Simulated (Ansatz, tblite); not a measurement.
**The cluster Zr₂Se₄: rung by rung**

How do method and basis change the picture of the cluster Zr₂Se₄ (singlet)?

The runs use Ansatz 0.2.0, Gaussian basis; as each input shows.

Plan: GFN1-xTB, GFN2-xTB, PBE-D4/def2-TZVP, r2SCAN-D4/def2-TZVP, BLYP-D4/def2-TZVP, revPBE-D4/def2-TZVP, PBE-D4/def2-SVP, PBE0-D4/def2-SVP, PBE0-D4/def2-TZVPD, PBE-D4/def2-TZVPD, r2SCAN-D4/def2-TZVPD, MP2/def2-TZVP, RPA/def2-TZVP.

2 further runs of the same task are left out: 2 set aside as unsound or not needed.

## 1. The relaxed structure

The geometry is that of the singlet, from an earlier relaxation (PBE-D4/def2-SVP). At that level it is the lowest of the isomers that a small search found.

6 atoms, charge 0, spin multiplicity 1.

Bond lengths: Zr1–Se3 2.685 Å, Zr1–Se4 2.685 Å, Zr1–Se5 2.367 Å, Zr1–Se6 2.693 Å, Zr2–Se3 2.505 Å, Zr2–Se4 2.505 Å, Zr2–Se6 2.503 Å. Angles: Se3–Zr1–Se4 87.7°, Se3–Zr1–Se5 126.4°, Se3–Zr1–Se6 87.7°, Se4–Zr1–Se5 126.4°, Se4–Zr1–Se6 87.6°, Se5–Zr1–Se6 127.9°, Se3–Zr2–Se4 95.9°, Se3–Zr2–Se6 96.1°, Se4–Zr2–Se6 96.0°, Zr1–Se3–Zr2 67.8°, Zr1–Se4–Zr2 67.8°, Zr1–Se6–Zr2 67.7°.

Zr takes a core potential in the def2 sets. No spin-orbit coupling is included.

PBE0-D4/def2-TZVP was run before; its log isn't repeated, and its numbers join the tables.

## 2. GFN1-xTB

Tight binding, by tblite at 300 K electronic temperature and without a spin-polarisation term:

```python
tblite.interface.Calculator('GFN1-xTB', numbers, positions, charge=0, uhf=0).singlepoint()
```

Energy -441.2709 eV, HOMO -9.70 eV, LUMO -9.04 eV; 0.01 s.

## 3. GFN2-xTB

Tight binding, by tblite at 300 K electronic temperature and without a spin-polarisation term:

```python
tblite.interface.Calculator('GFN2-xTB', numbers, positions, charge=0, uhf=0).singlepoint()
```

Energy -436.3519 eV, HOMO -11.37 eV, LUMO -10.24 eV; 0.012 s.

## 4. PBE-D4/def2-TZVP

start.molden holds the orbitals of an earlier run on this state, given as this run's starting guess.

Input file in.yaml:

```yaml
crystal:
  periodic: [false, false, false]
  atoms:
    - {symbol: Zr, position_ang: [0.841740, 0.033869, -0.303950]}
    - {symbol: Zr, position_ang: [-1.877520, -0.069231, 0.696348]}
    - {symbol: Se, position_ang: [-1.255901, 1.456245, -1.191275]}
    - {symbol: Se, position_ang: [-0.772801, -2.110826, -0.245990]}
    - {symbol: Se, position_ang: [3.049634, 0.107121, -1.154912]}
    - {symbol: Se, position_ang: [0.014857, 0.582812, 2.199788]}
basis:
  gaussian: {orbitals: def2-TZVP, initial_orbitals: start.molden}
hamiltonian: {xc: pbe, dispersion: d4}
scf: {omitted_lower_state_checks: [starts]}
output: {orbitals: {seedname: orbitals}}
```

The run is started by

```sh
$ ansatz run in.yaml --threads 4 --pin off --events-out ev --progress --plain --max-ram 8704MiB
```

After this run come: r2SCAN-D4/def2-TZVP; BLYP-D4/def2-TZVP; revPBE-D4/def2-TZVP; PBE-D4/def2-SVP; PBE0-D4/def2-SVP; PBE0-D4/def2-TZVPD; PBE-D4/def2-TZVPD; r2SCAN-D4/def2-TZVPD; MP2/def2-TZVP; RPA/def2-TZVP.

Q: Predict the results of all the runs planned. Wanted: gap in def2-TZVP, named functionals, smallest and largest; correlation energy, MP2/def2-TZVP; binding an atom, functionals in def2-TZVP; PBE0 total energy, smallest basis above largest.

The runs gave:

| quantity | value |
| --- | --- |
| gap in def2-TZVP, named functionals, smallest and largest | 0.75 eV (BLYP-D4), 2.28 eV (PBE0-D4) |
| correlation energy, MP2/def2-TZVP | -46.80 eV |
| binding an atom, functionals in def2-TZVP | 4.07 (BLYP-D4) to 4.09 eV (PBE0-D4) |
| PBE0 total energy, smallest basis above largest | 32.58 eV (def2-SVP, def2-TZVPD) |

Orbital gaps of the named functionals in def2-TZVP span 0.75 eV (BLYP-D4) to 2.28 eV (PBE0-D4); exact exchange widens it.
